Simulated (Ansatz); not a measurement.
## ClH5OSi2, SMILES O[SiH2][SiH2]Cl: an atomisation energy, step by step

Computed with Ansatz 0.2.0 through its Python package.

Notebook, run cell by cell (the value of a cell's last expression is shown):

**Cell 1**
```python
from collections import Counter

import ansatz as az
```

**Cell 2**
```python
def single_point(molecule, charge=0, unpaired=0):
    calc = (
        molecule.calculation()
        .basis(gaussian="cc-pVTZ")  # the orbital basis, by name
        .correlation("mp2")
    )
    if charge:
        calc = calc.charge(charge)
    if unpaired:
        calc = calc.spin("collinear", total=unpaired)
    return calc.run().report["free_energy_ev"]

GEOMETRY = """
O    -1.91140    0.52150   -0.25940
Si   -0.43440    0.87480    0.30410
Si    1.08370   -0.69990   -0.41060
Cl    0.56460   -2.57050    0.14060
H    -2.45290   -0.14530    0.16070
H    -0.02730    2.25190   -0.13980
H    -0.49220    0.88150    1.79080
H     1.30890   -0.69130   -1.88400
H     2.44950   -0.46910    0.28060
"""
```

**Cell 3**
```python
clh5osi2 = az.Crystal.molecule()
for line in GEOMETRY.strip().splitlines():
    symbol, *xyz = line.split()
    clh5osi2 = clh5osi2.atom(symbol, [float(v) for v in xyz])

# Hund ground states
unpaired = {"O": 2, "Si": 2, "Cl": 1, "H": 1}
counts = Counter(site.symbol for site in clh5osi2.cartesian_sites)
atom_energy = {s: single_point(az.Crystal.molecule().atom(s, (0, 0, 0)), 0, unpaired[s]) for s in counts}
whole = single_point(clh5osi2, 0, 0)
for s, e in atom_energy.items():
    print(f"{s:2s} x{counts[s]}  {e:14.5f} eV")
print(f"ClH5OSi2: {whole:.5f} eV")
split = sum(counts[s] * e for s, e in atom_energy.items()) - whole
print(f"atomisation energy (no zero-point term): {23.060548 * split:.1f} kcal/mol, {split / sum(counts.values()):.3f} eV an atom")
```
Output:
```text
O  x1     -2039.62679 eV
Si x2     -7861.70972 eV
Cl x1    -12507.53306 eV
H  x5       -13.60052 eV
ClH5OSi2: -30367.32890 eV
atomisation energy (no zero-point term): 662.9 kcal/mol, 3.194 eV an atom
```

662.9 kcal/mol from the electronic energies, without the zero-point term.

Notes:
- Total energies depend on the basis set; only differences at equal settings carry meaning.
- The geometry is a force-field or estimated start, not a minimum of this method, and the basis set is short of its limit. All parts are taken at fixed geometry, without zero-point energy.
- For Al to Cl the sets with a tight d function, cc-pV(X+d)Z, are usual.
- Hardware and time: 8 s on 1 thread of Arm Neoverse V2, on a shared host, peak memory 0.45 GiB.
